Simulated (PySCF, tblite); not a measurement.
**C₄H₃N₂O₃S radical: geometry, infrared bands and EPR parameters**

Wanted: the infrared bands and EPR parameters of C₄H₃N₂O₃S radical (`[O]S(=O)(=O)c1cccnn1`), by calculation.

Programs: tblite 0.8.0 and PySCF 2.14.0, with density-fitted response routines of our own. Each step states its level of theory. These are calculated values for one molecule in the gas phase, unless marked as measured. Atoms are numbered from 0 throughout.

**1. The molecule as given**

13 atoms, charge 0, multiplicity 2; geometry from: force field or distance geometry start.

Bonds of the start (Å): O0–S1 1.70, S1–O2 1.51, S1–O3 1.50, S1–C4 1.76, C4–C5 1.38, C5–C6 1.37, C6–C7 1.37, C7–N8 1.36, N8–N9 1.33, N9–C4 1.35, C5–H10 1.09, C6–H11 1.08, C7–H12 1.09.

**2. Optimising the geometry with GFN2-xTB**

Job settings and geometry (Å):

```
{"job": {"kind": "relax", "xc": "GFN2-xTB", "basis": "xTB"}, "charge": 0, "multiplicity": 2}
O      2.728600     0.466600     1.405700
S      2.243300    -0.217900    -0.073800
O      2.921100     0.621400    -1.129800
O      2.788900    -1.614800    -0.155500
C      0.495100    -0.180100    -0.253900
C     -0.314700     0.372700     0.715600
C     -1.682300     0.424400     0.586900
C     -2.206800    -0.106900    -0.565100
N     -1.401400    -0.651100    -1.516300
N     -0.079800    -0.685000    -1.368200
H      0.094200     0.795200     1.636100
H     -2.295100     0.854200     1.371200
H     -3.295400    -0.078200    -0.670600
```

Launch:

```bash
$ OMP_NUM_THREADS=1 python probes_run.py task.json out
```

This one command runs all jobs of the session in turn.

**Question.** This job is followed by: GFN2-xTB harmonic vibrations, gas phase; UKS B3LYP, pcH-1 on C H N O S, non-relativistic, mean-field spin-orbit, GIAO. What will the session give for the following? strongest single infrared mode (GFN2-xTB); zero-point energy (GFN2-xTB); g(iso) (B3LYP); ⟨S²⟩; largest a(iso) (averaged by class); surface potential, 1st and 99th percentile; property runs in this session.

**Answer**, as computed:

| quantity | value |
| --- | --- |
| strongest single infrared mode (GFN2-xTB) | 496 cm⁻¹, 331 km/mol |
| zero-point energy (GFN2-xTB) | 46.8 kcal/mol |
| g(iso) (B3LYP) | 1.95564 |
| ⟨S²⟩ | 0.755 (exact 0.75) |
| largest a(iso) (averaged by class) | 13C on C4, 251.4 MHz |
| surface potential, 1st and 99th percentile | -1.70 V and 2.38 V |
| property runs in this session | 1, of which 0 failed and 1 gave unsound results |

In words: Over 35 steps the energy fell by 1.879 eV; of the close pairs, O0–S1 changed most, 1.701 to 1.437 Å. The lowest mode is slightly imaginary (15i cm⁻¹), a soft motion within the noise of the Hessian, so the minimum is not strictly shown. The strongest single mode, at 496 cm⁻¹, moves mainly S1. Unscaled tight-binding wavenumbers are off by several per cent, some by more. Its intensities can rank the bands wrongly. N9 carries the largest spin population, 0.42 e. The isotropic g lies 46.7 ppt below the free-electron value. These values are not to be trusted: the run shows a large g shift, which the driver flags as unsure.
